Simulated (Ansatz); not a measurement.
# Molecular dynamics of Ba$_{3}$Ti$_{3}$H$_{4}$CO$_{9}$

Input:

```yaml
accuracy: low
crystal:
  lattice:
    - [5.654684, 0.0, 0.0]
    - [-2.827342, 4.8971, 0.0]
    - [0.0, 0.0, 19.721663]
  atoms:
    - { symbol: Ba, position: [0.0, 0.0, 0.0507057] }
    - { symbol: Ti, position: [0.3333333, 0.6666667, 0.1057109] }
    - { symbol: O, position: [0.4971, 0.9942, 0.0557136] }
    - { symbol: O, position: [0.0058, 0.5029, 0.0557136] }
    - { symbol: O, position: [0.4971, 0.5029, 0.0557136] }
    - { symbol: Ba, position: [0.6666667, 0.3333333, 0.1682634] }
    - { symbol: Ti, position: [0.0, 0.0, 0.2232686] }
    - { symbol: O, position: [0.1637667, 0.3275333, 0.1732713] }
    - { symbol: O, position: [0.6724667, 0.8362333, 0.1732713] }
    - { symbol: O, position: [0.1637667, 0.8362333, 0.1732713] }
    - { symbol: Ba, position: [0.3333333, 0.6666667, 0.2858211] }
    - { symbol: Ti, position: [0.6666667, 0.3333333, 0.3408264] }
    - { symbol: O, position: [0.8304333, 0.6608667, 0.2908291] }
    - { symbol: O, position: [0.3391333, 0.1695667, 0.2908291] }
    - { symbol: O, position: [0.8304333, 0.1695667, 0.2908291] }
    - { symbol: C, position: [0.7708136, 0.4982929, 0.628466] }
    - { symbol: H, position: [0.5874715, 0.4958845, 0.610212] }
    - { symbol: H, position: [0.7743128, 0.3177805, 0.610212] }
    - { symbol: H, position: [0.9524366, 0.6812371, 0.610212] }
    - { symbol: H, position: [0.7708136, 0.4982929, 0.6837352] }
basis:
  ecutwfc: 420.0
kpoints:
  mp_grid: { grid: [2, 2, 1] }
hamiltonian:
  xc: pbesol
scf:
  occupations: { method: fermi_dirac, width: 0.05 }
  lower_state_search: "off"
md:
  timestep: 0.5
  n_steps: 160
  ensemble: nve
  initial_velocities: zero
  seed: 792709
  initial_site_velocities:
    - { site: 15, velocity: [0.01994, 0.0, -0.023763] }
    - { site: 16, velocity: [0.01994, 0.0, -0.023763] }
    - { site: 17, velocity: [0.01994, 0.0, -0.023763] }
    - { site: 18, velocity: [0.01994, 0.0, -0.023763] }
    - { site: 19, velocity: [0.01994, 0.0, -0.023763] }
  constraints: [{ sites: [0, 1, 2, 3, 4] }]
```

Run as:

```bash
$ ansatz run input.yaml --threads 1 --pin off --max-ram 3072MiB --backend cpu --events-out ev --progress --plain --runs-dir out
```

It starts from an unrelaxed structure (largest force component 5.96 eV/Å).

Output, in part (step lines):

```
md step     0: t =     0.00 fs  T =   412.6 K  F+E_penalty+E_count = -30384.25806008 eV  E_kin = 0.800014 eV  conserved = -30383.45804633 eV  (17 SCF iters)
md step     1: t =     0.50 fs  T =   414.7 K  F+E_penalty+E_count = -30384.26209497 eV  E_kin = 0.804042 eV  conserved = -30383.45805314 eV  (9 SCF iters)
md step     2: t =     1.00 fs  T =   420.8 K  F+E_penalty+E_count = -30384.27390879 eV  E_kin = 0.815837 eV  conserved = -30383.45807179 eV  (10 SCF iters)
md step     3: t =     1.50 fs  T =   430.7 K  F+E_penalty+E_count = -30384.29320559 eV  E_kin = 0.835107 eV  conserved = -30383.45809858 eV  (10 SCF iters)
md step     4: t =     2.00 fs  T =   444.3 K  F+E_penalty+E_count = -30384.31956037 eV  E_kin = 0.861432 eV  conserved = -30383.45812866 eV  (11 SCF iters)
md step     5: t =     2.50 fs  T =   461.3 K  F+E_penalty+E_count = -30384.35249693 eV  E_kin = 0.894339 eV  conserved = -30383.45815762 eV  (5 SCF iters)
md step     6: t =     3.00 fs  T =   481.4 K  F+E_penalty+E_count = -30384.39155702 eV  E_kin = 0.933374 eV  conserved = -30383.45818265 eV  (3 SCF iters)
md step     7: t =     3.50 fs  T =   504.5 K  F+E_penalty+E_count = -30384.43633892 eV  E_kin = 0.978135 eV  conserved = -30383.45820438 eV  (3 SCF iters)
[... lines left out ...]
md step   160: t =    80.00 fs  T =   897.4 K  F+E_penalty+E_count = -30385.19830860 eV  E_kin = 1.739929 eV  conserved = -30383.45837923 eV  (12 SCF iters)
```

The steps, from the saved trajectory:

```csv
time (fs),T (K),potential energy less start (eV),conserved less start (meV/atom)
0.0,413,0.000,0.00
2.5,461,-0.094,-0.01
5.0,590,-0.343,-0.01
7.5,768,-0.689,-0.03
10.0,937,-1.017,-0.04
12.5,1036,-1.209,-0.06
15.0,1026,-1.190,-0.05
17.5,942,-1.026,-0.02
20.0,886,-0.918,0.00
22.5,925,-0.993,-0.01
25.0,1040,-1.217,-0.03
27.5,1141,-1.414,-0.05
30.0,1165,-1.461,-0.05
32.5,1098,-1.329,-0.04
35.0,975,-1.091,-0.03
37.5,851,-0.850,-0.02
40.0,772,-0.698,-0.01
42.5,773,-0.700,-0.01
45.0,852,-0.853,-0.01
47.5,988,-1.116,-0.03
50.0,1123,-1.379,-0.04
52.5,1206,-1.539,-0.05
55.0,1197,-1.522,-0.05
57.5,1116,-1.365,-0.03
60.0,1031,-1.200,-0.02
62.5,1003,-1.146,-0.02
65.0,1030,-1.198,-0.03
67.5,1048,-1.234,-0.04
70.0,1018,-1.174,-0.04
72.5,943,-1.029,-0.03
75.0,875,-0.897,-0.02
77.5,854,-0.856,-0.01
80.0,897,-0.940,-0.02
```

All steps were run. The conserved energy stayed within 0.06 meV per atom of its start (net change -0.017 meV per atom), so the integration is sound. A run of 0.08 ps of so small a system gives no equilibrium averages. Limits of this set-up: coarse k mesh, slab without dipole correction, no dispersion correction for a molecule that may bind weakly, low accuracy level.

Mean squared displacements from the first frame to the last: Ba 0.06 Å², Ti 0.05 Å², O 0.08 Å², C 6.24 Å², H 6.23 Å².

Last frame:

```xyz
20
Lattice="5.6547 0.0000 0.0000 -2.8273 4.8971 0.0000 0.0000 0.0000 19.7217" Properties=species:S:1:pos:R:3
Ba 0.000 0.000 1.000
Ti 0.000 3.265 2.085
O 0.000 4.869 1.099
O -1.389 2.463 1.099
O 1.389 2.463 1.099
Ba 2.827 1.632 2.894
Ti 0.000 0.000 4.760
O 0.000 1.512 3.700
O 1.518 4.141 3.700
O -1.518 4.141 3.700
Ba 0.000 3.265 5.615
Ti 2.828 1.633 6.612
O 2.827 3.381 6.091
O 1.314 0.759 6.094
O 4.341 0.758 6.092
C 4.543 2.437 10.470
H 3.505 2.430 10.122
H 5.068 1.557 10.090
H 5.037 3.344 10.115
H 4.559 2.423 11.564
```

Run time: 23 min on 1 thread of Arm Neoverse V1, with other jobs on the host, peak memory 0.88 GiB.
